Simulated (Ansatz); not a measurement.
# CH₅BClGa: one species, many methods

Aim: compute CH₅BClGa with functionals from several rungs and with coupled cluster, and see how far each lands from CCSD(T) at the basis-set limit for the atomisation energy.

Computed with Ansatz 0.2.0, Gaussian basis. Level: functionals in def2-TZVPP, the program's frozen cores in correlated methods.

Plan: LDA (SPW92), PBE-D4, revPBE-D4, BLYP-D4, r2SCAN-D4, B97M-V, PBE0-D4, B3LYP-D4, r2SCANh-D4, r2SCAN0-D4, HSE06-D4, BHLYP-D4, CAM-B3LYP-D4, LC-ωPBE, ωB97X-V, ωB97M-V, B2PLYP, PBE-QIDH; CCSD(T)/def2-SVP; CCSD(T)/def2-TZVPP; MP2/def2-QZVPP; extrapolation to the limit; RPA on PBE.

### Step 1. Structure used throughout

An earlier PBE0-D4 in a triple-zeta def2 set relaxation fixed the geometry.

9 atoms, charge 0, spin multiplicity 1.

Atoms are counted from 1 here; the program's logs count them from 0.

Bond lengths: B1–C2 1.482 Å, B1–H5 1.199 Å, B1–H6 1.194 Å, C2–Cl3 1.816 Å, C2–Ga4 2.066 Å, C2–H7 1.083 Å, Ga4–H8 1.556 Å, Ga4–H9 1.552 Å. Angles: C2–B1–H5 116.3°, C2–B1–H6 122.2°, H5–B1–H6 121.2°, B1–C2–Cl3 120.8°, B1–C2–Ga4 96.4°, B1–C2–H7 127.5°, Cl3–C2–Ga4 80.6°, Cl3–C2–H7 108.3°, Ga4–C2–H7 109.1°, C2–Ga4–H8 111.3°, C2–Ga4–H9 119.4°, H8–Ga4–H9 129.2°.

### Step 2. LDA

This LDA is Slater exchange with PW92 correlation.

Input file in.yaml:

```yaml
crystal:
  periodic: [false, false, false]
  atoms:
    - {symbol: B, position_ang: [0.013809, 1.225515, -0.675131]}
    - {symbol: C, position_ang: [0.690062, -0.087981, -0.562002]}
    - {symbol: Cl, position_ang: [1.831597, -0.432769, 0.808215]}
    - {symbol: Ga, position_ang: [-0.639600, -0.917322, 0.784674]}
    - {symbol: H, position_ang: [-0.701064, 1.375939, -1.626035]}
    - {symbol: H, position_ang: [0.089241, 2.055945, 0.179476]}
    - {symbol: H, position_ang: [0.883447, -0.800730, -1.354545]}
    - {symbol: H, position_ang: [-0.787274, -2.450239, 0.562184]}
    - {symbol: H, position_ang: [-1.291719, -0.014760, 1.866168]}
basis:
  gaussian: {orbitals: def2-TZVPP}
hamiltonian: {xc: lda}
output: {orbitals: {seedname: orbitals}}
```

The run is started by

```bash
ansatz run in.yaml --threads 4 --pin off --events-out ev --progress --plain --max-ram 10444MiB
```

Further steps of the session: PBE-D4 (GGA); revPBE-D4 (GGA); BLYP-D4 (GGA); r2SCAN-D4 (meta-GGA); B97M-V (meta-GGA); PBE0-D4 (hybrid); B3LYP-D4 (hybrid); r2SCANh-D4 (hybrid); r2SCAN0-D4 (hybrid); HSE06-D4 (hybrid); BHLYP-D4 (hybrid); CAM-B3LYP-D4 (range-separated); LC-ωPBE (range-separated); ωB97X-V (range-separated); ωB97M-V (range-separated); B2PLYP (double hybrid); PBE-QIDH (double hybrid); CCSD(T) in def2-SVP; CCSD(T) in def2-TZVPP; MP2 in def2-QZVPP; RPA on PBE orbitals.

Before running them: what should the planned runs give, taken together? Wanted: atomisation energy, CCSD(T)/CBS; farthest beyond LDA; mean size of error, GGA; mean size of error, meta-GGA; mean size of error, hybrid; mean size of error, range-separated; mean size of error, double hybrid; gap, smallest and largest; T1 diagnostic.

As calculated:

```
                               quantity                                                                                                              value
        atomisation energy, CCSD(T)/CBS                                                                                                      2763.1 kJ/mol
 functionals within 27.6 kJ/mol (1.0 %)  revPBE-D4, PBE0-D4, B3LYP-D4, r2SCANh-D4, r2SCAN0-D4, HSE06-D4, CAM-B3LYP-D4, LC-ωPBE, ωB97X-V, ωB97M-V, PBE-QIDH
                    farthest beyond LDA                                                                                            BHLYP-D4 (-62.9 kJ/mol)
                mean size of error, GGA                                                                                                        32.1 kJ/mol
           mean size of error, meta-GGA                                                                                                        33.1 kJ/mol
             mean size of error, hybrid                                                                                                        20.3 kJ/mol
    mean size of error, range-separated                                                                                                         7.0 kJ/mol
      mean size of error, double hybrid                                                                                                        21.2 kJ/mol
              gap, smallest and largest                                                                          4.50 eV (LDA (SPW92)), 11.22 eV (LC-ωPBE)
                          T1 diagnostic                                                                                                             0.0134
triples share of the correlation energy                                                                                                              4.2 %
```

In words: LDA overbinds by 393.2 kJ/mol (14 %). PBE-D4 is off by +40.1 kJ/mol. Double hybrids carry the basis error of their MP2 part in triple zeta, and no dispersion term here, so their miss is partly the set-up's. The rungs range-separated, hybrid, double hybrid miss on average by less than the doubt on the reference (27.6 kJ/mol), so they tie. The reference freezes the cores and leaves out relativity and excitations past (T), and its outer-core shells are covered unevenly, so misses under about 27.6 kJ/mol can't be ranked. Hartree-Fock recovers 75 % of the binding; the rest is correlation. CCSD(T) in def2-SVP is off by -142.8 kJ/mol, more than most functionals: a good method in a small basis is no reference. The gap grows from 4.5 to 11.2 eV across the functionals, mostly with the share of exact exchange. Correlated methods include outer-core shells of Ga, which these sets cover unevenly.
